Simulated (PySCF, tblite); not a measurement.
**C6H12F2OSi: geometry, infrared bands and NMR shifts**

Wanted: the infrared bands and NMR shifts of C6H12F2OSi (`C[C@@H]([SiH3])[C@@](C)(C=O)C(F)F`), by calculation.

Programs: tblite 0.8.0 and PySCF 2.14.0, with density-fitted response routines of our own. Each step states its level of theory. These are calculated values for one molecule in the gas phase, unless marked as measured. Atoms are numbered from 0 throughout.

**1. The molecule as given**

22 atoms, charge 0, multiplicity 1; geometry from: force field or distance geometry start.

Bonds of the start (Å): C0–C1 1.49, C1–Si2 1.88, C1–C3 1.51, C3–C4 1.50, C3–C5 1.48, C5–O6 1.21, C3–C7 1.54, C7–F8 1.38, C7–F9 1.37, C0–H10 1.10, C0–H11 1.10, C0–H12 1.11, C1–H13 1.13, Si2–H14 1.48, Si2–H15 1.46, Si2–H16 1.48, C4–H17 1.13, C4–H18 1.11, C4–H19 1.12, C5–H20 1.08, C7–H21 1.09.

**2. Relaxing the molecule with GFN2-xTB**

Job settings and geometry (Å):

```
{"job": {"kind": "relax", "xc": "GFN2-xTB", "basis": "xTB"}, "charge": 0, "multiplicity": 1}
C      1.312500     0.245800    -1.556500
C      0.761900    -0.358100    -0.306100
Si     1.794600     0.021900     1.222700
C     -0.711800    -0.125500    -0.104800
C     -1.006000     1.340200    -0.020400
C     -1.440200    -0.852900    -1.172400
O     -2.239800    -1.724800    -0.903300
C     -1.206700    -0.736900     1.222400
F     -2.563100    -0.511800     1.362200
F     -0.555000    -0.185100     2.297000
H      0.951600    -0.309400    -2.436500
H      2.413700     0.232300    -1.470800
H      1.035800     1.321100    -1.652600
H      0.881100    -1.476400    -0.438200
H      1.608300    -1.109100     2.156700
H      3.199900     0.175100     0.869300
H      1.269900     1.234600     1.879500
H     -0.049300     1.935400    -0.031600
H     -1.553700     1.577600     0.916300
H     -1.665500     1.703000    -0.851900
H     -1.222100    -0.561400    -2.188100
H     -1.026400    -1.816300     1.206400
```

Run with:

```bash
$ OMP_NUM_THREADS=1 python probes_run.py task.json out
```

One launch serves the whole session: the jobs run in the order shown.

Output:

```text
step      E/eV     max force
  0    -930.26226    2.299
  1    -930.48986    2.156
  2    -930.55136    1.517
  3    -930.60600    0.493
  4    -930.64771    0.529
  5    -930.67244    0.494
  6    -930.69174    0.317
  7    -930.70641    0.276
  8    -930.71838    0.252
  9    -930.72694    0.243
 10    -930.73490    0.191
 11    -930.74382    0.270
 12    -930.75409    0.284
 13    -930.76457    0.241
 14    -930.77447    0.254
 15    -930.78410    0.246
 16    -930.79336    0.278
 17    -930.80034    0.167
 18    -930.80480    0.140
 19    -930.80835    0.122
 20    -930.81191    0.115
 21    -930.81529    0.126
 22    -930.81834    0.145
 23    -930.82153    0.156
 24    -930.82552    0.157
 25    -930.83019    0.145
 26    -930.83451    0.120
 27    -930.83819    0.120
 28    -930.84185    0.150
 29    -930.84539    0.219
 30    -930.84860    0.220
 31    -930.85271    0.143
 32    -930.85789    0.301
 33    -930.86087    0.208
 34    -930.86601    0.207
 35    -930.86959    0.171
 36    -930.87231    0.284
 37    -930.87601    0.150
 38    -930.87982    0.125
 39    -930.88270    0.142
 40    -930.88438    0.139
 41    -930.88649    0.131
 42    -930.88813    0.106
 43    -930.88931    0.204
 44    -930.89086    0.182
 45    -930.89222    0.130
 46    -930.89588    0.234
 47    -930.89714    0.194
 48    -930.89938    0.124
 49    -930.90111    0.089
 50    -930.90310    0.101
 51    -930.90511    0.202
 52    -930.90651    0.140
 53    -930.90843    0.108
 54    -930.91007    0.070
 55    -930.91207    0.071
 56    -930.91328    0.090
 57    -930.91466    0.088
 58    -930.91632    0.109
 59    -930.91796    0.094
 60    -930.92071    0.112
 61    -930.92248    0.127
 62    -930.92499    0.115
 63    -930.92672    0.100
 64    -930.92837    0.093
 65    -930.92989    0.129
 66    -930.93115    0.099
 67    -930.93296    0.124
 68    -930.93463    0.105
 69    -930.93791    0.154
 70    -930.93931    0.105
 71    -930.94174    0.094
 72    -930.94294    0.079
 73    -930.94393    0.091
 74    -930.94479    0.059
 75    -930.94555    0.051
 76    -930.94619    0.067
 77    -930.94676    0.055
 78    -930.94723    0.038
 79    -930.94759    0.036
 80    -930.94793    0.061
 81    -930.94824    0.068
 82    -930.94849    0.057
 83    -930.94868    0.031
 84    -930.94885    0.027
 85    -930.94904    0.035
 86    -930.94921    0.038
 87    -930.94936    0.025
 88    -930.94947    0.022
 89    -930.94959    0.031
 90    -930.94971    0.043
 91    -930.94983    0.045
 92    -930.94996    0.034
 93    -930.95010    0.019
 94    -930.95020    0.019
 95    -930.95028    0.017
 96    -930.95034    0.016
 97    -930.95041    0.019
 98    -930.95049    0.021
 99    -930.95057    0.020
100    -930.95063    0.016
101    -930.95068    0.014
102    -930.95074    0.017
103    -930.95082    0.018
104    -930.95089    0.016
105    -930.95095    0.014
106    -930.95100    0.017
107    -930.95104    0.023
108    -930.95108    0.023
109    -930.95110    0.017
110    -930.95112    0.009
```

Wall time 1.8 s (1 thread of Arm Neoverse N1, shared host); peak memory 0.18 GiB.

Step by step: (not every step is listed)

| step | energy from step 0 (eV) | largest force (eV/Å) |
| --- | --- | --- |
| 0 | 0.0000 | 2.2993 |
| 1 | -0.2276 | 2.1560 |
| 2 | -0.2891 | 1.5166 |
| 3 | -0.3437 | 0.4933 |
| 4 | -0.3854 | 0.5291 |
| 5 | -0.4102 | 0.4935 |
| 6 | -0.4295 | 0.3172 |
| 7 | -0.4442 | 0.2760 |
| 8 | -0.4561 | 0.2515 |
| 17 | -0.5381 | 0.1667 |
| 26 | -0.5723 | 0.1196 |
| 35 | -0.6073 | 0.1710 |
| 44 | -0.6286 | 0.1823 |
| 53 | -0.6462 | 0.1080 |
| 62 | -0.6627 | 0.1149 |
| 71 | -0.6795 | 0.0942 |
| 80 | -0.6857 | 0.0613 |
| 89 | -0.6873 | 0.0315 |
| 98 | -0.6882 | 0.0214 |
| 105 | -0.6887 | 0.0140 |
| 106 | -0.6887 | 0.0173 |
| 107 | -0.6888 | 0.0229 |
| 108 | -0.6888 | 0.0228 |
| 109 | -0.6888 | 0.0173 |
| 110 | -0.6889 | 0.0094 |

Close pairs (by a distance rule), those that changed most:

| bond | before (Å) | after (Å) | change (Å) |
| --- | --- | --- | --- |
| C3–C5 | 1.483 | 1.524 | +0.041 |
| C1–C3 | 1.505 | 1.546 | +0.041 |
| C4–H17 | 1.127 | 1.086 | -0.040 |
| C1–Si2 | 1.884 | 1.923 | +0.039 |
| C0–C1 | 1.494 | 1.530 | +0.037 |
| C4–H19 | 1.122 | 1.086 | -0.035 |
| C1–H13 | 1.132 | 1.097 | -0.035 |
| C3–C4 | 1.497 | 1.526 | +0.029 |

The final coordinates are the input of the step that follows.

**3. Infrared spectrum with GFN2-xTB**

Job settings and geometry (Å):

```
{"job": {"kind": "ir", "xc": "GFN2-xTB", "basis": "xTB"}, "charge": 0, "multiplicity": 1}
C      1.289249     0.196455    -1.535770
C      0.766846    -0.419618    -0.236021
Si     1.909287     0.038601     1.240784
C     -0.735071    -0.104332    -0.046743
C     -1.068681     1.384711    -0.043797
C     -1.480945    -0.824616    -1.163571
O     -1.537301    -2.015678    -1.272814
C     -1.231606    -0.741835     1.256602
F     -2.576778    -0.615333     1.370248
F     -0.719281    -0.115337     2.344322
H      0.669816    -0.086215    -2.386499
H      2.298828    -0.158720    -1.726693
H      1.325080     1.281300    -1.476848
H      0.826163    -1.508711    -0.353518
H      1.786836    -0.965738     2.292530
H      3.267691     0.004190     0.693378
H      1.625580     1.382536     1.735013
H     -0.486797     1.902549     0.713551
H     -2.125226     1.525878     0.178504
H     -0.859382     1.826148    -1.013880
H     -1.967486    -0.155674    -1.897367
H     -0.987232    -1.811176     1.327739
```

Output:

```text
mode    cm-1     km/mol
  1      53.8      0.59
  2      67.1      7.21
  3      84.9      9.29
  4     132.4      2.92
  5     170.5      0.80
  6     187.0      0.62
  7     200.4      2.97
  8     213.1      7.51
  9     238.6      4.23
 10     251.3      2.81
 11     278.6      4.82
 12     296.7      2.73
 13     305.4      0.83
 14     372.3      4.36
 15     434.2      3.71
 16     486.6     15.47
 17     532.1     12.76
 18     570.7     55.88
 19     616.2     63.83
 20     623.4      4.08
 21     692.7     55.57
 22     762.6    200.26
 23     802.2     64.57
 24     803.7    316.18
 25     818.1    164.74
 26     892.7      6.04
 27     941.3     18.56
 28     970.1     28.37
 29    1005.6      8.07
 30    1029.1    181.78
 31    1058.1     46.31
 32    1068.0     24.12
 33    1105.4     49.00
 34    1144.4     11.81
 35    1170.5      7.72
 36    1207.9     33.14
 37    1259.5     24.17
 38    1269.7     12.37
 39    1282.5      7.01
 40    1321.8      2.16
 41    1372.5     19.15
 42    1413.1     11.41
 43    1419.4      3.03
 44    1487.8      5.65
 45    1490.3      8.31
 46    1510.3      6.20
 47    1515.7      0.47
 48    1784.5    245.30
 49    2260.5    329.10
 50    2298.8    164.44
 51    2306.5    342.84
 52    2780.8     97.61
 53    2911.8      0.66
 54    2916.5     62.86
 55    3008.2     34.87
 56    3032.7     15.20
 57    3035.7     24.43
 58    3046.3     19.39
 59    3054.8     21.23
 60    3059.3     12.87
```

Run time: 1.8 s. Hardware: 1 thread of Arm Neoverse N1, shared host; peak memory 0.18 GiB.

The strongest bands and the atoms that carry them (share of the mass-weighted mode):

| cm⁻¹ | km/mol | atoms |
| --- | --- | --- |
| 763 | 200.3 | H16 50 %, H14 42 % |
| 804 | 316.2 | H16 28 %, H15 21 %, C7 12 % |
| 818 | 164.7 | H14 38 %, H15 36 % |
| 1029 | 181.8 | C7 60 %, F8 17 %, F9 12 % |
| 1784 | 245.3 | C5 59 %, O6 40 % |
| 2260 | 329.1 | H15 96 % |
| 2299 | 164.4 | H16 86 %, H14 11 % |
| 2306 | 342.8 | H14 86 %, H16 10 % |

**4. Nuclear shieldings: PBE0/pcSseg-1**

Same as in step 3 but for these lines:

```diff
@@ -1,2 +1,2 @@
-{"job": {"kind": "ir", "xc": "GFN2-xTB", "basis": "xTB"}, "charge": 0, "multiplicity": 1}
+{"job": {"kind": "nmr", "xc": "PBE0", "basis": "pcSseg-1"}, "charge": 0, "multiplicity": 1}
 C      1.289249     0.196455    -1.535770
```

Method: GIAO PBE0/pcSseg-1 NMR shielding, non-relativistic, gas phase.

Output:

```text
coarse grid: 18840 points
cycle   1  E = -799.2387213203  dE =  1.214e+00  |g| = 9.986e-01  |ddm| = 4.089e+00
cycle   2  E = -798.8048477881  dE =  4.339e-01  |g| = 1.836e+00  |ddm| = 2.357e+00
cycle   3  E = -799.4124730392  dE = -6.076e-01  |g| = 2.579e-01  |ddm| = 1.849e+00
cycle   4  E = -799.4249087459  dE = -1.244e-02  |g| = 8.356e-02  |ddm| = 2.575e-01
cycle   5  E = -799.4261107558  dE = -1.202e-03  |g| = 1.718e-02  |ddm| = 7.352e-02
cycle   6  E = -799.4261634989  dE = -5.274e-05  |g| = 6.077e-03  |ddm| = 1.891e-02
cycle   7  E = -799.4261704832  dE = -6.984e-06  |g| = 1.390e-03  |ddm| = 5.774e-03
final grid: 178056 points
cycle   8  E = -799.5095227199  dE = -6.049e-05  |g| = 1.432e-02  |ddm| = 4.646e-02
cycle   9  E = -799.5094253656  dE =  9.735e-05  |g| = 2.674e-02  |ddm| = 3.409e-02
cycle  10  E = -799.5095635549  dE = -1.382e-04  |g| = 2.926e-03  |ddm| = 2.279e-02
cycle  11  E = -799.5095652763  dE = -1.721e-06  |g| = 4.717e-04  |ddm| = 2.379e-03
cycle  12  E = -799.5095653095  dE = -3.323e-08  |g| = 1.948e-04  |ddm| = 5.904e-04
cycle  13  E = -799.5095653159  dE = -6.358e-09  |g| = 3.821e-05  |ddm| = 1.667e-04
cycle  14  E = -799.5095653162  dE = -2.838e-10  |g| = 1.148e-05  |ddm| = 5.164e-05
converged SCF energy = -799.5095653162

GIAO shielding tensors (ppm)
atom      isotropic    diamagn.    paramagn.     s11        s22        s33       span
  0 C      171.622     247.522     -75.900    159.048    169.984    185.834     26.786
  1 C      159.790     251.969     -92.179    145.252    150.677    183.440     38.188
  2 Si     414.182     880.842    -466.660    372.523    409.595    460.426     87.903
  3 C      130.635     254.122    -123.487    112.713    135.991    143.200     30.488
  4 C      177.396     247.629     -70.234    167.927    178.525    185.735     17.808
  5 C      -33.192     250.283    -283.475   -124.498    -55.693     80.616    205.114
  6 O     -374.503     399.617    -774.121  -1046.254   -453.859    376.602   1422.856
  7 C       60.743     242.398    -181.655     45.055     64.826     72.349     27.294
  8 F      315.263     472.864    -157.601    214.019    332.900    398.870    184.852
  9 F      317.990     475.888    -157.898    215.555    320.781    417.634    202.079
 10 H       30.608      30.930      -0.322     25.272     29.133     37.419     12.147
 11 H       30.651      30.097       0.554     25.649     28.057     38.247     12.598
 12 H       30.551      31.447      -0.896     26.392     29.776     35.485      9.092
 13 H       29.881      34.567      -4.686     26.612     27.980     35.051      8.439
 14 H       27.778      29.879      -2.101     23.782     26.505     33.046      9.263
 15 H       28.265      29.857      -1.592     24.478     26.455     33.862      9.384
 16 H       27.760      30.073      -2.313     24.122     27.296     31.861      7.739
 17 H       30.223      31.603      -1.380     25.952     29.601     35.115      9.163
 18 H       30.046      30.724      -0.678     24.388     28.743     37.008     12.620
 19 H       30.367      32.024      -1.657     24.538     30.101     36.463     11.926
 20 H       21.396      30.123      -8.726     17.409     20.621     26.160      8.750
 21 H       25.477      31.053      -5.576     23.542     24.598     28.291      4.748
```

It took 1.8 min on 1 thread of Arm Neoverse N1, shared host; peak memory 1.1 GiB.

Shifts follow as δ = σ(reference) − σ, with reference shieldings (ppm) from runs at the same level and on the same kind of geometry: 1H TMS 31.72, 13C TMS 186.9, 29Si TMS 349.2, 19F CFCl3 170.9, 17O H2O 336.1. The references are single molecules in the gas phase, so shifts against H2O, NH3, PH3, H3PO4 or CFCl3 are not on the usual liquid scales and can be off by tens of ppm. Atoms listed in one row are averaged.

| atoms | environment | σ (ppm) | δ (ppm) | δ scaled to CDCl3 |
| --- | --- | --- | --- | --- |
| C5 | aldehyde carbonyl carbon | -33.2 | 220.1 | 212.9 |
| C7 | sp3 CH bonded to 2 F | 60.7 | 126.2 | 121.2 |
| C3 | quaternary sp3 carbon α to a carbonyl | 130.6 | 56.3 | 53.0 |
| C1 | sp3 CH bonded to Si | 159.8 | 27.1 | 24.6 |
| C0 | methyl carbon | 171.6 | 15.3 | 13.0 |
| C4 | methyl carbon | 177.4 | 9.5 | 7.4 |
| H20 | hydrogen on an aldehyde carbonyl carbon | 21.40 | 10.32 | 9.84 |
| H21 | hydrogen on an sp3 CH bonded to 2 F | 25.48 | 6.24 | 5.99 |
| H14, H15, H16 | hydrogen on a silicon bonded to C | 27.93 | 3.78 | – |
| H13 | hydrogen on an sp3 CH bonded to Si | 29.88 | 1.84 | 1.84 |
| H17, H18, H19 | hydrogen on a methyl carbon | 30.21 | 1.50 | 1.52 |
| H10, H11, H12 | hydrogen on a methyl carbon | 30.60 | 1.11 | 1.16 |
| Si2 | silicon bonded to C, 3 H | 414.2 | -65.0 | – |
| O6 | aldehyde oxygen | -374.5 | 710.6 | – |
| F8 | fluorine of a CF2 group | 315.3 | -144.3 | – |
| F9 | fluorine of a CF2 group | 318.0 | -147.0 | – |

The scaled column applies a straight-line fit of computed shieldings to shifts measured in CDCl3, and one for carbons that bear F (root-mean-square error 0.16 ppm for H, 1.9 ppm for C).

Charges from the same density, by scheme (e):

| atoms | Mulliken | IAO | Hirshfeld | ESP fit |
| --- | --- | --- | --- | --- |
| C0 | -0.21 | -0.41 | -0.12 | -0.40 |
| C1 | -0.50 | -0.36 | -0.10 | 0.13 |
| Si2 | 0.54 | 0.59 | 0.29 | 0.29 |
| C3 | -0.67 | -0.05 | -0.01 | 0.00 |
| C4 | -0.15 | -0.43 | -0.13 | -0.56 |
| C5 | 0.38 | 0.27 | 0.14 | 0.40 |
| O6 | -0.34 | -0.38 | -0.20 | -0.45 |
| C7 | 0.67 | 0.44 | 0.15 | 0.40 |
| F8 | -0.30 | -0.30 | -0.10 | -0.22 |
| F9 | -0.30 | -0.29 | -0.07 | -0.22 |

Mayer bond orders: C0–C1 1.05, C1–Si2 0.87, C1–C3 0.96, C3–C4 1.00, C3–C5 0.88, C5–O6 2.02, C3–C7 0.96, C7–F8 0.95, C7–F9 0.92.

**5. Summary of results**

| quantity | value |
| --- | --- |
| strongest single infrared mode (GFN2-xTB) | 2306 cm⁻¹, 343 km/mol |
| zero-point energy (GFN2-xTB) | 103.5 kcal/mol |
| 13C shifts against TMS (PBE0/pcSseg-1) | 220.1, 126.2, 56.3, 27.1, 15.3, 9.5 ppm |
| 1H shifts against TMS (PBE0/pcSseg-1, means over atoms taken as alike) | 10.32, 6.24, 3.78, 1.84, 1.50, 1.11 ppm |
| 29Si shifts against TMS (PBE0/pcSseg-1) | -65.0 ppm |
| 17O shifts against H2O (PBE0/pcSseg-1) | 710.6 ppm |
| 19F shifts against CFCl3 (PBE0/pcSseg-1) | -144.3, -147.0 ppm |

In words: The optimisation took 110 steps and gained 0.689 eV; among the close pairs (by a distance rule), C3–C5 changed most, from 1.483 to 1.524 Å. No mode is imaginary among the 60: a minimum at this level. The strongest single mode, at 2306 cm⁻¹, moves mainly H14. GFN2-xTB is a fitted tight-binding method: band positions and strengths are rough. Its intensities can rank the bands wrongly. C5 (aldehyde carbonyl carbon) lies farthest downfield among carbon, at 220.1 ppm; the double bond to the heteroatom, with no lone-pair donor beside it, deshields it most. H20 (hydrogen on an aldehyde carbonyl carbon) lies farthest downfield among hydrogen, at 10.32 ppm; the C=O anisotropy and electron withdrawal place aldehyde protons far downfield. At PBE0/pcSseg-1: The widest tensor belongs to O6: span 1423 ppm, with a paramagnetic part of -774 ppm.
